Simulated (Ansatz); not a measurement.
# HfSiSe: one candidate structure, part 2 of 2

Aim: relax HfSiSe from this start, structure reported for this formula (P4/nmm, No. 129), and see where it ends.

Ansatz 0.2.0; DFT r2SCAN, scalar-relativistic, plane waves, PAW. The steps go on from the part before.

**4. Relaxing cell and atoms**

input.yaml

```yaml
crystal:
  lattice:
    - [3.518720364, 0.0, 0.0]
    - [0.0, 3.518720364, 0.0]
    - [0.0, 0.0, 9.7497736044]
  atoms:
    - { symbol: Hf, position: [0.0, 0.5, 0.2176134798] }
    - { symbol: Hf, position: [0.5, 0.0, 0.7823865202] }
    - { symbol: Si, position: [0.0, 0.0, 0.0] }
    - { symbol: Si, position: [0.5, 0.5, 0.0] }
    - { symbol: Se, position: [0.0, 0.5, 0.6621222505] }
    - { symbol: Se, position: [0.5, 0.0, 0.3378777495] }
basis:
  ecutwfc: 500
kpoints:
  mp_grid: { grid: [10, 10, 4] }
hamiltonian:
  xc: r2scan
scf:
  occupations: { method: gaussian, width: 0.1 }
output:
  forces: true
  stress: true
  eigenvalues: true
relax:
  adjacent_minimum: "off"
  f_tol: 0.01
  max_steps: 80
  cell: { stress_tol: 0.05 }
```

The run is started by

```
$ ansatz run input.yaml --threads 1 --pin off --max-ram 2560MiB --backend cpu --events-out ev --progress --plain --runs-dir out
```

The log of the run:

```text
Warning: RAYON_NUM_THREADS=1 ignored (pool sized by the plan → 1); use --threads N
[... 11 set-up lines as earlier in the session ...]
Crystal: 6 atoms, lattice volume = 120.716 Å³
Basis set: ecut = 500 eV, 3059 PW (Γ), exchange–correlation on 108×108×288 points (64 copies of the dense FFT grid, shifted against one another)
Bands: 56, of which v1, the nominal top of the filled ones, is band 46 counted from 1 (45 counted from 0)
[... 1 set-up line as earlier in the session ...]
Space group: P4/nmm (ITA 129), of the structure as read, at distance tolerance 4.9e-5 Å
k-points: 63 of 400
[... 13 set-up lines as earlier in the session ...]
SCF iter   1: F=—  HF=-43707.010325 eV  |F-HF|=—  |Δ(HF+E_count)|=         —  Δρ=6.87e-3  dr2=1.14e-1  dr2_τ=8.64e-2  ethr=1.77e-3  ⟨swp⟩=6.0  Hψ=12574  notcnv=0  defer=9
preconditioner: auto → LDOS  [metal: Δε(μ)=0.049 eV  Ē_g=12.638 eV  σ=0.100 eV  W_gap=0.27  n_scr=40 (ndim 8)  ℏωp=25.3 eV  f_vac=0.072  D(μ)=1.22/eV (n_scr^D=4)  β→1.0]
SCF iter   2: F=—  HF=-43707.175246 eV  |F-HF|=—  |Δ(HF+E_count)|=   1.65e-1  Δρ=7.02e-3  dr2=1.12e-1  dr2_τ=9.49e-3  ethr=1.24e-4  ⟨swp⟩=2.6  Hψ=7499  notcnv=0  defer=200
SCF iter   3: F=—  HF=-43707.093053 eV  |F-HF|=—  |Δ(HF+E_count)|=   8.22e-2  Δρ=1.70e-3  dr2=4.82e-3  dr2_τ=5.52e-4  ethr=1.21e-4  ⟨swp⟩=2.0  Hψ=6656  notcnv=0  defer=200
SCF iter   4: F=—  HF=-43707.090430 eV  |F-HF|=—  |Δ(HF+E_count)|=   2.62e-3  Δρ=5.32e-4  dr2=5.63e-4  dr2_τ=2.88e-5  ethr=5.24e-6  ⟨swp⟩=2.0  Hψ=6233  notcnv=0  defer=200
SCF iter   5: F=—  HF=-43707.090400 eV  |F-HF|=—  |Δ(HF+E_count)|=   3.04e-5  Δρ=1.60e-4  dr2=4.47e-5  dr2_τ=7.37e-6  ethr=6.12e-7  ⟨swp⟩=2.0  Hψ=6107  notcnv=0  defer=200
SCF iter   6: F=—  HF=-43707.090382 eV  |F-HF|=—  |Δ(HF+E_count)|=   1.81e-5  Δρ=3.52e-5  dr2=2.26e-6  dr2_τ=3.08e-8  ethr=4.86e-8  ⟨swp⟩=2.0  Hψ=6300  notcnv=0  defer=200
SCF iter   7: F=—  HF=-43707.090381 eV  |F-HF|=—  |Δ(HF+E_count)|=   4.32e-7  Δρ=9.37e-6  dr2=1.20e-7  dr2_τ=1.11e-8  ethr=2.45e-9  ⟨swp⟩=2.0  Hψ=6192  notcnv=0  defer=200
SCF iter   8: F=-43707.090381 eV  HF=-43707.090381 eV  |F-HF|=4.34e-9  |Δ(HF+E_count)|=   1.44e-9  Δρ=2.01e-6  dr2=3.08e-9  dr2_τ=3.20e-10  ethr=1.09e-10  ⟨swp⟩=9.3  Hψ=15446  notcnv=0
SCF 1 converged in 8 iterations: F = -43707.090381 eV  dr2 = 3.08e-9
relax step   1: F+E_penalty+E_count = -43707.09038144 eV  Δ(F+E_penalty+E_count) = +0.000e0 eV  max|allowed force component| = 1.958e-1 eV/Å  Δτ_max = 0.0000 Å  P = +0.059 GPa  Ω = 120.716 Å³  (8 SCF iters, dr2 threshold 1.00e-7 eV, accepted)
Crystal: 6 atoms, lattice volume = 117.875 Å³
Basis set: ecut = 500 eV, 3011 PW (Γ), exchange–correlation on 108×108×288 points (64 copies of the dense FFT grid, shifted against one another)
Initial density: handed on by an earlier stage of this run
Initial wavefunctions: those handed on with the density
iter 1 solved again at ethr=3.17e-4 eV; its pass at ethr=3.10e-3 eV (dr2=2.91e-1 eV) is discarded
SCF iter   1: F=—  HF=-43706.751448 eV  |F-HF|=—  |Δ(HF+E_count)|=         —  Δρ=1.50e-2  dr2=2.94e-1  dr2_τ=1.33e0  ethr=3.17e-4  ⟨swp⟩=1.1  Hψ=15992  notcnv=0
preconditioner: auto → LDOS  [metal: Δε(μ)=0.089 eV  Ē_g=12.461 eV  σ=0.100 eV  W_gap=0.47  n_scr=38 (ndim 8)  ℏωp=25.6 eV  f_vac=0.013  D(μ)=0.94/eV (n_scr^D=2)  β→1.0]
SCF iter   2: F=—  HF=-43707.178049 eV  |F-HF|=—  |Δ(HF+E_count)|=   4.27e-1  Δρ=1.03e-2  dr2=2.86e-1  dr2_τ=9.62e-3  ethr=3.17e-4  ⟨swp⟩=3.0  Hψ=7772  notcnv=0  defer=1
SCF iter   3: F=—  HF=-43707.090359 eV  |F-HF|=—  |Δ(HF+E_count)|=   8.77e-2  Δρ=1.41e-3  dr2=1.73e-3  dr2_τ=1.46e-4  ethr=3.11e-4  ⟨swp⟩=2.6  Hψ=6025  notcnv=0  defer=95
SCF iter   4: F=—  HF=-43707.091574 eV  |F-HF|=—  |Δ(HF+E_count)|=   1.22e-3  Δρ=4.69e-4  dr2=3.31e-4  dr2_τ=5.11e-5  ethr=1.88e-6  ⟨swp⟩=2.0  Hψ=6543  notcnv=0  defer=95
SCF iter   5: F=—  HF=-43707.091506 eV  |F-HF|=—  |Δ(HF+E_count)|=   6.78e-5  Δρ=1.93e-4  dr2=4.73e-5  dr2_τ=1.02e-5  ethr=3.60e-7  ⟨swp⟩=2.0  Hψ=6280  notcnv=0  defer=99
SCF iter   6: F=—  HF=-43707.091473 eV  |F-HF|=—  |Δ(HF+E_count)|=   3.29e-5  Δρ=4.95e-5  dr2=2.98e-6  dr2_τ=2.18e-7  ethr=5.14e-8  ⟨swp⟩=2.0  Hψ=6260  notcnv=0  defer=99
SCF iter   7: F=-43707.091473 eV  HF=-43707.091473 eV  |F-HF|=1.44e-7  |Δ(HF+E_count)|=   1.40e-7  Δρ=1.49e-5  dr2=3.33e-7  dr2_τ=1.77e-8  ethr=6.52e-10  ⟨swp⟩=9.2  Hψ=17900  notcnv=0
SCF 2 converged in 7 iterations: F = -43707.091473 eV  dr2 = 3.33e-7
relax step   2: F+E_penalty+E_count = -43707.09147300 eV  Δ(F+E_penalty+E_count) = -1.092e-3 eV  max|allowed force component| = 3.038e-1 eV/Å  Δτ_max = 0.1059 Å  P = -0.788 GPa  Ω = 117.875 Å³  energy of the carried Pulay correction = +1.815e-4 eV  (7 SCF iters, dr2 threshold 6.00e-7 eV, accepted)
Crystal: 6 atoms, lattice volume = 117.770 Å³
Basis set: ecut = 500 eV, 3027 PW (Γ), exchange–correlation on 108×108×288 points (64 copies of the dense FFT grid, shifted against one another)
iter 1 solved again at ethr=3.45e-5 eV; its pass at ethr=3.10e-3 eV (dr2=3.17e-2 eV) is discarded
SCF iter   1: F=—  HF=-43707.090224 eV  |F-HF|=—  |Δ(HF+E_count)|=         —  Δρ=4.57e-3  dr2=2.88e-2  dr2_τ=3.25e-2  ethr=3.45e-5  ⟨swp⟩=2.0  Hψ=12672  notcnv=0
preconditioner: auto → LDOS  [metal: Δε(μ)=0.042 eV  Ē_g=12.462 eV  σ=0.100 eV  W_gap=0.22  n_scr=38 (ndim 8)  ℏωp=25.6 eV  f_vac=0.036  D(μ)=1.16/eV (n_scr^D=4)  β→1.0]
SCF iter   2: F=—  HF=-43707.108140 eV  |F-HF|=—  |Δ(HF+E_count)|=   1.79e-2  Δρ=3.10e-3  dr2=2.69e-2  dr2_τ=2.32e-4  ethr=3.13e-5  ⟨swp⟩=2.3  Hψ=6971  notcnv=0
SCF iter   3: F=—  HF=-43707.099683 eV  |F-HF|=—  |Δ(HF+E_count)|=   8.46e-3  Δρ=2.82e-4  dr2=6.43e-5  dr2_τ=4.23e-6  ethr=2.93e-5  ⟨swp⟩=2.0  Hψ=5877  notcnv=0
SCF iter   4: F=—  HF=-43707.099842 eV  |F-HF|=—  |Δ(HF+E_count)|=   1.59e-4  Δρ=1.16e-4  dr2=1.12e-5  dr2_τ=1.47e-6  ethr=6.99e-8  ⟨swp⟩=2.0  Hψ=6432  notcnv=0
SCF iter   5: F=—  HF=-43707.099845 eV  |F-HF|=—  |Δ(HF+E_count)|=   2.72e-6  Δρ=5.86e-5  dr2=3.98e-6  dr2_τ=1.13e-6  ethr=1.21e-8  ⟨swp⟩=2.0  Hψ=6436  notcnv=0
SCF iter   6: F=-43707.099843 eV  HF=-43707.099843 eV  |F-HF|=4.63e-8  |Δ(HF+E_count)|=   1.99e-6  Δρ=1.44e-5  dr2=1.69e-7  dr2_τ=2.91e-8  ethr=6.52e-10  ⟨swp⟩=3.3  Hψ=16328  notcnv=0
SCF 3 converged in 6 iterations: F = -43707.099843 eV  dr2 = 1.69e-7
relax step   3: F+E_penalty+E_count = -43707.09984272 eV  Δ(F+E_penalty+E_count) = -8.370e-3 eV  max|allowed force component| = 2.366e-1 eV/Å  Δτ_max = 0.0399 Å  P = +0.128 GPa  Ω = 117.770 Å³  energy of the carried Pulay correction = +1.883e-4 eV  (6 SCF iters, dr2 threshold 6.00e-7 eV, accepted)
[... 14 lines left out ...]
relax step   4: F+E_penalty+E_count = -43707.10673274 eV  Δ(F+E_penalty+E_count) = -6.890e-3 eV  max|allowed force component| = 1.101e-1 eV/Å  Δτ_max = 0.0591 Å  P = +0.158 GPa  Ω = 116.129 Å³  energy of the carried Pulay correction = +2.952e-4 eV  (9 SCF iters, dr2 threshold 6.00e-7 eV, accepted)
[... 12 lines left out ...]
relax step   5: F+E_penalty+E_count = -43707.10760132 eV  Δ(F+E_penalty+E_count) = -8.686e-4 eV  max|allowed force component| = 3.281e-2 eV/Å  Δτ_max = 0.0101 Å  P = +0.072 GPa  Ω = 115.893 Å³  energy of the carried Pulay correction = +3.107e-4 eV  (7 SCF iters, dr2 threshold 6.00e-7 eV, accepted)
[... 14 lines left out ...]
relax step   6: F+E_penalty+E_count = -43707.10815556 eV  Δ(F+E_penalty+E_count) = -5.542e-4 eV  max|allowed force component| = 6.001e-3 eV/Å  Δτ_max = 0.0169 Å  P = +0.026 GPa  Ω = 115.290 Å³  energy of the carried Pulay correction = +3.504e-4 eV  (9 SCF iters, dr2 threshold 6.73e-8 eV, accepted)
[... 14 lines left out ...]
relax step   7: F+E_penalty+E_count = -43707.10837693 eV  Δ(F+E_penalty+E_count) = -2.214e-4 eV  max|allowed force component| = 2.965e-3 eV/Å  Δτ_max = 0.0138 Å  P = +0.010 GPa  Ω = 114.808 Å³  energy of the carried Pulay correction = +3.823e-4 eV  (9 SCF iters, dr2 threshold 1.48e-8 eV, accepted)
[... 15 lines left out ...]
relax step   8: F+E_penalty+E_count = -43707.10844196 eV  Δ(F+E_penalty+E_count) = -6.503e-5 eV  max|allowed force component| = 1.851e-3 eV/Å  Δτ_max = 0.0091 Å  P = +0.007 GPa  Ω = 114.490 Å³  energy of the carried Pulay correction = +4.034e-4 eV  (11 SCF iters, accepted)
Initial wavefunctions: pseudopotential atomic-orbital guess (no wavefunctions were taken with the density)
iter 1 solved again at ethr=3.90e-7 eV; its pass at ethr=3.10e-3 eV (dr2=3.59e-4 eV) is discarded
SCF iter   1: F=—  HF=-43707.108118 eV  |F-HF|=—  |Δ(HF+E_count)|=         —  Δρ=3.39e-5  dr2=8.58e-8  dr2_τ=5.30e-7  ethr=3.90e-7  ⟨swp⟩=3.0  Hψ=20212  notcnv=0
eigensolver tolerance schedule: the retry pair's looser diagonalisation over-reported the residual by 4181.18 of it (diagonalisation noise at 1.11 of the residual, at the tolerance the schedule requests for it); recorded, not acted on — ethr = c·dr2/N_el stays at c = 1.0e-1
preconditioner: auto → Kerker (q_TF=auto, 2.631 Å⁻¹)  [metal: Δε(μ)=0.033 eV  Ē_g=12.479 eV  σ=0.100 eV  W_gap=0.19  n_scr=38 (ndim 8)  ℏωp=26.0 eV  f_vac=0.005  D(μ)=0.94/eV (n_scr^D=2)]
SCF iter   2: F=—  HF=-43707.108126 eV  |F-HF|=—  |Δ(HF+E_count)|=   7.89e-6  Δρ=1.79e-5  dr2=2.49e-8  dr2_τ=4.65e-8  ethr=9.33e-11  ⟨swp⟩=3.0  Hψ=8873  notcnv=0
SCF iter   3: F=—  HF=-43707.108127 eV  |F-HF|=—  |Δ(HF+E_count)|=   1.23e-6  Δρ=2.56e-6  dr2=1.30e-9  dr2_τ=8.89e-10  ethr=2.71e-11  ⟨swp⟩=2.0  Hψ=6435  notcnv=0
SCF iter   4: F=—  HF=-43707.108127 eV  |F-HF|=—  |Δ(HF+E_count)|=   1.35e-8  Δρ=6.88e-7  dr2=2.48e-10  dr2_τ=1.52e-10  ethr=1.42e-12  ⟨swp⟩=2.1  Hψ=6455  notcnv=0
SCF iter   5: F=—  HF=-43707.108127 eV  |F-HF|=—  |Δ(HF+E_count)|=  9.53e-10  Δρ=3.09e-7  dr2=7.07e-11  dr2_τ=6.98e-12  ethr=1.00e-12  ⟨swp⟩=5.7  Hψ=13812  notcnv=0
SCF iter   6: F=-43707.108127 eV  HF=-43707.108127 eV  |F-HF|=4.37e-11  |Δ(HF+E_count)|=  2.33e-10  Δρ=6.00e-8  dr2=8.98e-12  dr2_τ=2.31e-12  ethr=1.00e-12  ⟨swp⟩=4.0  Hψ=12475  notcnv=0
SCF 9 converged in 6 iterations: F = -43707.108127 eV  dr2 = 8.98e-12
relax step   9: F+E_penalty+E_count = -43707.10812734 eV  Δ(F+E_penalty+E_count) = +3.146e-4 eV  max|allowed force component| = 1.808e-3 eV/Å  Δτ_max = 0.0000 Å  P = +0.006 GPa  Ω = 114.490 Å³  stress off target by 8.73e-3 GPa  SCF on the basis re-selected at this cell (its energy is not comparable with the rows above)  (6 SCF iters)
basis re-selected at this cell: Δ(F+E_penalty+E_count) = +3.146e-4 eV, ΔP = -0.000 GPa vs the last step (what re-selecting the basis moved, of the pressure what is left beyond the Pulay correction that the steps carried, after the strain that the cell walked since its last selection, with what the two solves' SCF thresholds leave and, on support functions, any second-order correction that the steps lacked; it is no measure of the basis error at this ecutwfc). This SCF's stress stands 8.73e-3 GPa from its target on what of the cell is left free (relax.cell.stress_tol is 5.00e-2 GPa) and its largest allowed force component is 1.81e-3 eV/Å (relax.f_tol is 1.00e-2 eV/Å): within both
SCF converged after 6 iterations
Free energy (F): -43707.108127 eV
Harris-Foulkes:  -43707.108127 eV  (|F-HF|=4.37e-11)
Internal energy: -43707.103414 eV  (E = F + TS)
E sigma→0 (E₀):  -43707.105771 eV
Entropy (-TS):   -0.004713 eV (-0.786 meV/atom)
Fermi energy:    14.408854 eV
--- Per-component energies (eV) ---
  E_band       = -812.968816
  E_kinetic    = 1170.501731
  E_local      = -17457.890245  (includes V_loc(G=0)·N_el)
  E_nonlocal   = -3640.001900
  E_hartree    = 8357.380489
  E_xc         = -870.015546
  E_vxc        = -902.393565  (∫ρ·V_xc dr)
  E_paw        = -18789.835608  (= ΣΔE_a)
  E_vpaw       = 3259.168888  (= ΣTr[D̂ρ^β])
  E_aug_tail   = -0.000419  (compensation charges beyond the density's cutoff)
  E_vtau       = 42.885745  (kinetic-family band-sum trace: ∫τ·v_τ [+ j·A + Jᵃ·Aᵃ] dr)
  E_ewald      = -12474.202553
  E_core_change = -3.039363  (= ΣΔE_core)
  E_smearing   = -0.004713  (= −TS)
  E_closure    = 0.000000  (closes the sum)
  Σ components = -43707.108127   (vs F -43707.108127, Δ=0.00e0)
--- Forces (eV/Å), atoms counted from 1 ---
  atom   1  Hf     0.00000000     0.00000000     0.00180782
  atom   2  Hf    -0.00000000    -0.00000000    -0.00180782
  atom   3  Si     0.00000000     0.00000000     0.00000000
  atom   4  Si    -0.00000000    -0.00000000    -0.00000000
  atom   5  Se     0.00000000     0.00000000     0.00050199
  atom   6  Se    -0.00000000    -0.00000000    -0.00050199
  max |Σ_I F_I| component: 7.26e-18 eV/Å
--- Stress (GPa, compression-positive) ---
        0.008725       0.000000      -0.000000
        0.000000       0.008725       0.000000
       -0.000000       0.000000       0.001446
  P = ⅓ Tr σ = 0.0063 GPa (0.063 kbar)
--- Band table (eV; the first three rows and the last of 63) ---
  k-point 0: bands = ["-49.8916", "-49.8916", "-34.3796", "-34.3793", "-34.3719", "-34.3717", "-34.3593", "-34.3593", "-34.3586", "-34.3586", "-34.3532", "-34.3530", "-17.9938", "-17.9814", "-17.8299", "-17.8299", "-17.8290", "-17.8290", "-0.7427", "-0.0440", "1.6555", "1.6606", "1.6606", "1.6622", "1.6622", "1.6622", "1.6642", "1.6714", "1.6736", "1.6741", "1.6794", "1.6794", "1.6803", "1.6803", "1.9775", "8.7061", "8.9435", "11.3625", "11.3625", "11.4336", "12.1245", "12.1245", "12.3667", "12.3667", "12.3880", "12.4662", "15.4709", "16.2567", "16.5547", "16.5547", "16.9595", "17.1092", "17.1128", "18.2968", "18.5183", "19.6654"]
  k-point 1: bands = ["-49.8916", "-49.8916", "-34.3796", "-34.3793", "-34.3719", "-34.3717", "-34.3593", "-34.3593", "-34.3586", "-34.3586", "-34.3532", "-34.3530", "-17.9931", "-17.9820", "-17.8298", "-17.8298", "-17.8290", "-17.8290", "-0.7025", "-0.1125", "1.6560", "1.6606", "1.6606", "1.6622", "1.6622", "1.6622", "1.6642", "1.6657", "1.6736", "1.6740", "1.6795", "1.6795", "1.6802", "1.6802", "2.0291", "8.1077", "9.8465", "11.4173", "11.4173", "11.4422", "11.9307", "11.9307", "12.0270", "12.3691", "12.5140", "12.5140", "15.4401", "16.3177", "16.5490", "16.5490", "16.9402", "16.9664", "17.1052", "18.0970", "19.5495", "19.6503"]
  k-point 2: bands = ["-49.8916", "-49.8916", "-34.3796", "-34.3793", "-34.3719", "-34.3717", "-34.3593", "-34.3593", "-34.3586", "-34.3586", "-34.3532", "-34.3530", "-17.9924", "-17.9828", "-17.8298", "-17.8298", "-17.8291", "-17.8291", "-0.6521", "-0.1898", "1.6571", "1.6606", "1.6606", "1.6608", "1.6622", "1.6622", "1.6623", "1.6641", "1.6736", "1.6740", "1.6796", "1.6796", "1.6801", "1.6801", "2.0782", "7.8509", "10.9698", "11.0243", "11.4512", "11.5082", "11.5082", "11.7606", "11.7606", "12.3501", "12.6016", "12.6016", "15.5926", "16.3821", "16.3904", "16.5431", "16.5431", "16.9742", "17.0967", "18.8741", "19.4132", "19.6353"]
  k-point 62: bands = ["-49.8816", "-49.8816", "-34.3803", "-34.3803", "-34.3687", "-34.3687", "-34.3599", "-34.3599", "-34.3590", "-34.3590", "-34.3520", "-34.3520", "-17.9745", "-17.9745", "-17.9725", "-17.9725", "-17.9432", "-17.9432", "0.7502", "0.7502", "1.6511", "1.6511", "1.6564", "1.6564", "1.6604", "1.6604", "1.6808", "1.6808", "1.6813", "1.6813", "1.6839", "1.6839", "1.7546", "1.7546", "6.8366", "6.8366", "7.9479", "7.9479", "8.8542", "8.8542", "9.7231", "9.7231", "11.1409", "11.1409", "12.1795", "12.1795", "15.3524", "15.3524", "18.7704", "18.7704", "18.8432", "18.8432", "18.9827", "18.9827", "19.8362", "19.8362"]
--- Relaxed structure (8 steps of the walk, 8 accepted, 1 SCFs on fresh bases) ---
  F+E_penalty+E_count = -43707.10812734 eV   max|allowed force component| = 1.808e-3 eV/Å   (the final SCF, on the basis selected at the relaxed cell)
  cell:  # Å, volume = 114.4905 Å³
    - [3.535090278362154, 2.0353894760113656e-34, -1.8447071789424034e-33]
    - [3.213772856860051e-35, 3.535090278362154, 3.3680339539893336e-33]
    - [-7.011065766375176e-33, 9.332247279235108e-33, 9.161536083928022]
  atoms:
    - { symbol: Hf, position: [2.160987609132456e-33, 0.5, 0.23223208839653506] }
    - { symbol: Hf, position: [0.5, 1.7104317631448627e-35, 0.7677679116034647] }
    - { symbol: Si, position: [-3.022475408219568e-33, 8.637680403881356e-35, 2.5205969123133334e-19] }
    - { symbol: Si, position: [0.5, 0.5, 2.5205969123133483e-19] }
    - { symbol: Se, position: [9.431607089914107e-34, 0.5, 0.6444840865683885] }
    - { symbol: Se, position: [0.5, -3.0787771736606674e-35, 0.3555159134316114] }
```

Run time: 9.1 min. Hardware: 1 thread of Intel Xeon at 2.70GHz, shared host; peak memory 0.91 GiB.

Relaxation path:

| step | energy from step 1 (eV/cell) | largest force component (eV/Å) | pressure (GPa) | volume (Å³) |
| --- | --- | --- | --- | --- |
| 1 | 0.0000 | 0.1958 | 0.06 | 120.72 |
| 2 | -0.0011 | 0.3038 | -0.79 | 117.87 |
| 3 | -0.0095 | 0.2366 | 0.13 | 117.77 |
| 4 | -0.0164 | 0.1101 | 0.16 | 116.13 |
| 5 | -0.0172 | 0.0328 | 0.07 | 115.89 |
| 6 | -0.0178 | 0.0060 | 0.03 | 115.29 |
| 7 | -0.0180 | 0.0030 | 0.01 | 114.81 |
| 8 | -0.0181 | 0.0019 | 0.01 | 114.49 |
| 9 | -0.0177 | 0.0018 | 0.01 | 114.49 |

Step 1 is the start. Step 9 repeats the geometry before it on a plane-wave basis chosen anew for that cell, so its energy need not be comparable with the rows above.

|  | before | after | change |
| --- | --- | --- | --- |
| a (Å) | 3.519 | 3.535 | +0.5 % |
| b (Å) | 3.519 | 3.535 | +0.5 % |
| c (Å) | 9.750 | 9.162 | -6.0 % |
| volume (Å³/atom) | 20.12 | 19.08 | -5.2 % |
| shortest distance (Å) | 2.488 | 2.500 | +0.5 % |
| space group (0.01 Å) | P4/nmm | P4/nmm | same |

The run keeps the 16 symmetry operations of the start, so it could not have lowered the symmetry.

**5. Variant: ecutwfc 51.4 Ry, dispersion d3bj**

input.yaml

```yaml
crystal:
  lattice:
    - [3.5350902784, 0.0, 0.0]
    - [0.0, 3.5350902784, 0.0]
    - [0.0, 0.0, 9.1615360839]
  atoms:
    - { symbol: Hf, position: [0.0, 0.5, 0.2322320884] }
    - { symbol: Hf, position: [0.5, 0.0, 0.7677679116] }
    - { symbol: Si, position: [0.0, 0.0, 0.0] }
    - { symbol: Si, position: [0.5, 0.5, 0.0] }
    - { symbol: Se, position: [0.0, 0.5, 0.6444840866] }
    - { symbol: Se, position: [0.5, 0.0, 0.3555159134] }
basis:
  ecutwfc: "51.4 Ry"
kpoints:
  mp_grid: { grid: [10, 10, 4] }
hamiltonian:
  xc: r2scan
  dispersion: d3bj
scf:
  occupations: { method: gaussian, width: 0.1 }
output:
  forces: true
  eigenvalues: true
  stress: true
```

The run is started by

```
$ ansatz run input.yaml --threads 1 --pin off --max-ram 2560MiB --backend cpu --events-out ev --progress --plain --runs-dir out
```

The log of the run, cut to the lines that bear on the results:

```text
Warning: the engine holds no damping parameters fitted to this dispersion correction and functional, so the run takes those fitted to r2scan beside the three-body term, which d3bj leaves out (hamiltonian.dispersion, under Limitations)
Warning: RAYON_NUM_THREADS=1 ignored (pool sized by the plan → 1); use --threads N
[...]
[... 3 set-up lines as earlier in the session ...]
[...]
--- Forces (eV/Å), atoms counted from 1 ---
  atom   1  Hf     0.00000000     0.00000000     0.00207213
  atom   2  Hf    -0.00000000     0.00000000    -0.00207213
  atom   3  Si     0.00000000     0.00000000    -0.00000000
  atom   4  Si     0.00000000     0.00000000     0.00000000
  atom   5  Se     0.00000000     0.00000000     0.00709492
  atom   6  Se     0.00000000     0.00000000    -0.00709492
[...]
--- Stress (GPa, compression-positive) ---
       -1.771059       0.000000       0.000000
        0.000000      -1.771059       0.000000
        0.000000       0.000000      -1.713649
  P = ⅓ Tr σ = -1.7519 GPa (-17.519 kbar)
--- Band table (eV; the first three rows and the last of 63) ---
[...]
```

Wall time 68 s (1 thread of Intel Xeon at 2.70GHz, shared host); peak memory 1.1 GiB.

| run | ending | energy change | pressure (GPa) | gap (eV) | force (eV/Å) | cycles | time |
| --- | --- | --- | --- | --- | --- | --- | --- |
| step 4 | converged | 0 | 0.0 | 0.00 | 0.00 | - | 9.1 min |
| variant | converged | -207.2 meV/atom (offset of the dispersion model) | -1.8 | 0.00 | 0.01 | 9 | 68 s |

Changing the cutoff and dispersion term moves the energy by -207.2 meV/atom, and the pressure goes from 0.0 to -1.8 GPa.

**6. Results**

What follows sums up all 2 parts. Changes of volume or cell count from the first structure of part 1.

Formation energies count from the elements, computed with the same settings in runs not shown here.

```
                          quantity                                                                      value
                              cell  a = 3.535 Å, b = 3.535 Å, c = 9.162 Å, α = 90.00°, β = 90.00°, γ = 90.00°
                       space group                                                           P4/nmm (No. 129)
                            volume                                                              19.08 Å³/atom
                   gap on the mesh                                                               none (metal)
formation energy from the elements                                                             -1.100 eV/atom
```

What this shows: The space group stayed P4/nmm, and from the first guess the volume went from 18.27 to 19.08 Å³/atom. With -1.10 eV/atom it lies under the elements, which doesn't yet make it stable against other compounds of them. The runs treat Hf without spin-orbit coupling. Layers here are held mostly by dispersion, which this level lacks, so their spacing and the stiffness across them are unreliable there.
